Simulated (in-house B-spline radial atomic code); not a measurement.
# Re³⁺: ionisation energy by several methods

Wanted: one ionisation energy, Re³⁺ to configuration [Xe] 4f14 5d3, up the ladder of functionals.

Method: Dirac-Coulomb, several functionals; spherical all-electron atom at the radial basis limit. Code: in-house B-spline radial atomic code version 1.

**1. The system**

| Property | Result |
| --- | --- |
| element | rhenium (Z = 75) |
| charge | +3 |
| electrons | 72 |
| configuration | [Xe] 4f14 5d4 |
| nucleus | Fermi, rms radius 5.370 fm |

The outer shells:

[Xe] 4f14 5d4
```
[Xe] core
4f [↑↓][↑↓][↑↓][↑↓][↑↓][↑↓][↑↓]
5d [↑ ][↑ ][↑ ][↑ ][  ]
```

The boxes only draw the filling; these runs are spin-restricted and spherical.

**2. AM05**

The run's settings:

```ini
Z = 75
electrons = 72.0
configuration = [Xe] 4f14 5d4
hamiltonian = dirac
method = am05
spin_polarised = False
nucleus = fermi
rms_radius = 5.3698
mass_number = 187
atomic_mass = 186.955752217
speed_of_light = 137.035999084
```

**3. PW91**

Settings: those of step 2 with these lines changed.

```diff
@@ -4,3 +4,3 @@
 hamiltonian = dirac
-method = am05
+method = pw91,pw91
 spin_polarised = False
```

**4. OLYP**

Settings: those of step 3 with these lines changed.

```diff
@@ -4,3 +4,3 @@
 hamiltonian = dirac
-method = pw91,pw91
+method = optx,lyp
 spin_polarised = False
```

**5. BLYP**

Settings: those of step 4 with these lines changed.

```diff
@@ -4,3 +4,3 @@
 hamiltonian = dirac
-method = optx,lyp
+method = b88,lyp
 spin_polarised = False
```

**6. LDA (VWN5)**

Settings: those of step 5 with these lines changed.

```diff
@@ -4,3 +4,3 @@
 hamiltonian = dirac
-method = b88,lyp
+method = lda,vwn
 spin_polarised = False
```

**7. relativistic LDA**

Settings: those of step 6 with these lines changed.

```diff
@@ -4,3 +4,3 @@
 hamiltonian = dirac
-method = lda,vwn
+method = lda_x_rel,vwn
 spin_polarised = False
```

Q: The tabulated ionisation energy is 39.1 ± 1.7 eV (tabulated theoretical; NIST Atomic Spectra Database). What does each method give, and which comes nearest?

The runs gave:

| method | rung | total energy (hartree) | ΔSCF (eV) | −ε highest (eV) | ΔSCF less tabulated (eV) |
| --- | --- | --- | --- | --- | --- |
| LDA (VWN5) | LDA | -16703.3646 | 39.670 | 32.921 (5d5/2) | +0.570 |
| relativistic LDA | LDA | -16670.8856 | 39.683 | 32.934 (5d5/2) | +0.583 |
| AM05 | GGA | -16703.7322 | 39.359 | 32.610 (5d5/2) | +0.259 |
| PW91 | GGA | -16714.6858 | 39.419 | 32.675 (5d5/2) | +0.319 |
| OLYP | GGA | -16719.0101 | 39.329 | 32.547 (5d5/2) | +0.229 |
| BLYP | GGA | -16713.9962 | 39.266 | 32.531 (5d5/2) | +0.166 |

What this shows: The tabulated ionisation energy is 39.1 ± 1.7 eV (tabulated theoretical; NIST Atomic Spectra Database). BLYP comes nearest (+0.166 eV) and relativistic LDA is farthest (+0.583 eV, 1.5 %). The table's own uncertainty is as large as these misses, so the order means little. Open shells are averaged (over orientations, and over spins where the run is restricted), while tables refer to the lowest levels. For the semilocal functionals minus the highest level recovers only 83 % of their own ΔSCF value, a mark of self-interaction.
